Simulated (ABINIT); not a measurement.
Here is an ABINIT 10.8.3 (patched build) calculation.

The input run.abi:

```
ndtset 7
getwfk -1
scalecart1 3*0.9795861087
scalecart2 3*0.9864848297
scalecart3 3*0.9932883884
scalecart4 3*1.0000000000
scalecart5 3*1.0066227096
scalecart6 3*1.0131594038
scalecart7 3*1.0196128224

pp_dirpath "./"
pseudos "Hf.upf"

acell 3*1.0 Angstrom
rprim
     3.1967000000     0.0000000000     0.0000000000
    -1.5983500000     2.7684234083     0.0000000000
     0.0000000000     0.0000000000     5.0578000000
ntypat 1
znucl 72
natom 2
typat 1 1
xred
     0.6666666667     0.3333333333     0.7500000000
     0.3333333333     0.6666666667     0.2500000000

ecut 29.0

kptopt 1
ngkpt 10 10 5
nshiftk 1
shiftk 0.0 0.0 0.0

ixc -116133

nband 16
occopt 3
tsmear 0.00183747

nstep 100
tolvrs 1.0e-10

iomode 3
prtwf 1
prtden 0
prteig 0
prtebands 0
enunit 2
```

Potentials or basis: PseudoDojo NC SR PBEsol v0.4.1 standard.

Run with:

```sh
$ abinit run.abi > log 2>&1
```

Predict the equilibrium volume.

21.65 Å³/atom.

What does it give for the bulk modulus at fixed shape and positions?

114 GPa.

Energy against volume, from the lowest point:
```csv
volume (Å³/atom),energy (meV/atom)
21.037,5.97
21.485,0.00
21.933,0.83
22.380,7.87
22.828,20.58
23.276,38.47
23.723,61.05
```

Caveat: pressures at fixed basis lie under the slope of the energies; the cell was scaled at fixed shape and fractional positions, which overstates the stiffness of a crystal with free parameters, most of all of layers and chains. Spin-orbit coupling is left out, which matters for the levels of Hf.
